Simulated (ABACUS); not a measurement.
HPbNO4:

```
H Pb N O
1.0
     3.85404    0.14384    0.09012
    -0.25320    5.52698    0.16471
    -0.48197   -1.92720    5.72025
H Pb N O
1 1 1 4
Direct
  0.10913 0.65718 0.54463
  0.61029 0.52127 0.15100
  0.91580 0.96263 0.95867
  0.01384 0.13639 0.88084
  0.72398 0.01057 0.12858
  0.00389 0.73732 0.87043
  0.11927 0.59324 0.37651
```

The cell was built by a generator and needn't be a form met in nature.

Base run:

```yaml
Program: ABACUS 3.10.1
Functional: PBE
Potentials_or_basis: PseudoDojo NC SR 0.4.1 PBE standard
Cutoff: 1361 eV
Density_cutoff: 5442 eV
Basis: TZDP LCAO (the cutoffs set its grid)
k_mesh: 7 × 5 × 5
Occupations: fermi-dirac, width 0.05 eV
Spin: no spin polarisation
```

Its results: band gap on the k mesh 3.12 eV, indirect (least direct gap 3.20 eV); pressure 1.3 GPa; largest force 0.837 eV/Å.

Problem. The run is repeated on the same cell with these changes: basis from TZDP LCAO (the cutoffs set its grid) to DZP LCAO (the cutoffs set its grid). What comes out?

Solution. Band gap on the k mesh 3.13 eV, indirect (least direct gap 3.20 eV); pressure 3.2 GPa; largest force 1.609 eV/Å.

Caveats: the atomic orbitals were generated for these runs and aren't a published set; spin-orbit coupling is left out, which as a rule narrows the gap of such compounds by several tenths of an eV; an odd mesh through Γ misses points on the zone boundary, where band edges often lie; the basis of atomic orbitals isn't converged, which shifts pressures, moduli and gaps; forces of over 1 eV/Å show positions far from the minimum, so gaps and moduli don't describe the material at rest (some runs).

Not every run made on this cell is shown here.
